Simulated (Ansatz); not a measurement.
**F₂H₆N₂Si₂: up Jacob's ladder to CCSD(T)**

The task here is to estimate one member of a computed series from the others.

Computed with Ansatz 0.2.0, Gaussian basis. Level: functionals in def2-TZVPP, the program's frozen cores in correlated methods.

The runs, in order: PBE-D4, r2SCAN-D4, PBE0-D4, B3LYP-D4, ωB97X-V, ωB97M-V, B2PLYP; CCSD(T)/def2-TZVPP; MP2/def2-QZVPP; extrapolation to the limit.

## Structure used throughout

The geometry comes from an earlier relaxation with PBE0-D4 in a triple-zeta def2 set; it is a stationary point, not always the lowest conformer.

SMILES `N[Si@H](F)[Si@@H](N)F`, 12 atoms, charge 0, spin multiplicity 1.

Atoms are counted from 1 here; the program's logs count them from 0.

Bond lengths: N1–Si2 1.704 Å, N1–H7 1.008 Å, N1–H8 1.007 Å, Si2–F3 1.610 Å, Si2–Si4 2.343 Å, Si2–H9 1.484 Å, Si4–N5 1.700 Å, Si4–F6 1.616 Å, Si4–H10 1.483 Å, N5–H11 1.007 Å, N5–H12 1.007 Å. Angles: Si2–N1–H7 120.7°, Si2–N1–H8 121.9°, H7–N1–H8 111.6°, N1–Si2–F3 114.5°, N1–Si2–Si4 105.9°, N1–Si2–H9 106.9°, F3–Si2–Si4 109.0°, F3–Si2–H9 105.4°, Si4–Si2–H9 115.3°, Si2–Si4–N5 107.5°, Si2–Si4–F6 105.4°, Si2–Si4–H10 117.5°, N5–Si4–F6 113.8°, N5–Si4–H10 107.3°, F6–Si4–H10 105.6°, Si4–N5–H11 121.6°, Si4–N5–H12 122.5°, H11–N5–H12 112.1°.

The first run:

Input file in.yaml:

```yaml
crystal:
  periodic: [false, false, false]
  atoms:
    - {symbol: N, position_ang: [0.095002, -1.281158, -1.540894]}
    - {symbol: Si, position_ang: [0.959562, -0.898904, -0.122947]}
    - {symbol: F, position_ang: [2.550733, -0.760335, -0.326888]}
    - {symbol: Si, position_ang: [0.103128, 1.152105, 0.617626]}
    - {symbol: N, position_ang: [-1.467771, 0.868837, 1.201568]}
    - {symbol: F, position_ang: [0.155702, 2.128559, -0.668697]}
    - {symbol: H, position_ang: [-0.049063, -0.587903, -2.257846]}
    - {symbol: H, position_ang: [0.078410, -2.214669, -1.919177]}
    - {symbol: H, position_ang: [0.779425, -2.036643, 0.812647]}
    - {symbol: H, position_ang: [0.848908, 1.860832, 1.685824]}
    - {symbol: H, position_ang: [-2.099817, 0.241841, 0.731704]}
    - {symbol: H, position_ang: [-1.954209, 1.527438, 1.787091]}
basis:
  gaussian: {orbitals: def2-TZVPP}
hamiltonian: {xc: pbe, dispersion: d4}
output: {forces: true, orbitals: {seedname: orbitals}}
```

Command:

```console
$ ansatz run in.yaml --threads 2 --pin off --events-out ev --progress --plain --max-ram 20480MiB --backend cuda --devices 0, --max-vram 18GiB
```

Among the steps run: PBE-D4 (GGA); r2SCAN-D4 (meta-GGA); PBE0-D4 (hybrid); B3LYP-D4 (hybrid); ωB97X-V (range-separated); ωB97M-V (range-separated); B2PLYP (double hybrid); CCSD(T) in def2-TZVPP; MP2 in def2-QZVPP.

One of the session's tables, all rows but one given; the rest of the session is left out.

It belongs to the step «Atomisation energies». 

```
            method  atomisation energy (kcal/mol)
            PBE-D4                         1057.2
         r2SCAN-D4                         1041.1
           PBE0-D4                         1035.1
          B3LYP-D4                         1046.1
           ωB97X-V                         1053.1
           ωB97M-V                         1049.5
            B2PLYP                         1034.1
     HF/def2-TZVPP                              ?
    MP2/def2-TZVPP                         1033.2
   CCSD/def2-TZVPP                          998.2
CCSD(T)/def2-TZVPP                         1013.1
           MP2/CBS                         1069.9
       CCSD(T)/CBS                         1049.8
```

**Question.** Estimate the row for HF/def2-TZVPP.

As computed: atomisation energy (kcal/mol): 740.5. In the column «atomisation energy (kcal/mol)» it is the lowest.

Limits of these values: Free atoms (2 N, 2 Si, 2 F, 6 H) were run apart at each level; the atomisation energy is their sum less the molecule, without zero-point or spin-orbit terms.
